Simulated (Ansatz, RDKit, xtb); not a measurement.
**Isomers of C6H5NS, a sample narrowed down**

Which of a sample of isomers of C6H5NS is the most stable in the gas at 298.15 K, and what are its properties? The sample is small against all isomers, and the most stable one of this formula need not be in it.

The funnel: GFN2-xTB relaxations, single points with a density functional, relaxations at B3LYP-D3(BJ)/def2-SVP, harmonic vibrations (at GFN2-xTB), and a last energy at a higher level. All values are calculated.

## (1) Possible bonding patterns

Isomers were taken from a list of plausible structures; this is a sample, not all of them. That gives 14 candidates, of which 1 could not be built in three dimensions.

| label | SMILES | spin |
| --- | --- | --- |
| c040 | CC#Cc1ccsn1 | singlet |
| c053 | C=CC#CC(=S)N=C | singlet |
| c221 | C#Cc1csc(N)c1 | singlet |
| c241 | Cc1ccsc1C#N | singlet |
| c308 | C#C[C@]1(C#N)CCS1 | singlet |
| c351 | C/C(C=C=S)=C\C#N | singlet |
| c438 | C#CC#CCC(N)=S | singlet |
| c493 | C#Cc1cnsc1C | singlet |
| c592 | C#CCCC(=S)C#N | singlet |
| c753 | C#C[C@@H]1C[C@H](C#N)S1 | singlet |
| c781 | C#CCc1cncs1 | singlet |
| c803 | S=C=Cn1cccc1 | singlet |
| c876 | C#CCc1cscn1 | singlet |

Candidates are built by distance geometry, with a force field where one applies, in up to four conformers (letters a to d).

Q: Predict the outcome of this search (final energies at CCSD(T)/def2-SVP + MP2/def2-TZVPP - MP2/def2-SVP).

| quantity | value |
| --- | --- |
| lowest structure found | Cc1ccsc1C#N, singlet |
| next finalist | CC#Cc1ccsn1, singlet, 32.8 kcal/mol higher in G |
| share at equilibrium, among the finalists | 100.0 % |

`Cc1ccsc1C#N` comes out lowest. Among the finalists first place is clear (32.8 kcal/mol); structures outside the list aren't covered. GFN2-xTB, HF/STO-3G, r2SCAN-D4/def2-SVP, B3LYP-D3(BJ)/def2-SVP, HF/def2-SVP and MP2/def2-SVP already put its bonding pattern lowest among the structures in one piece. It still has an imaginary mode, so it is no strict minimum; a nearby shape lies a little lower. Lowest found is not proven lowest: the search is finite, and each finalist counts with one conformer. Only 13 drawn patterns were tried, so whole families of isomers are missing, and the result ranks this sample alone.
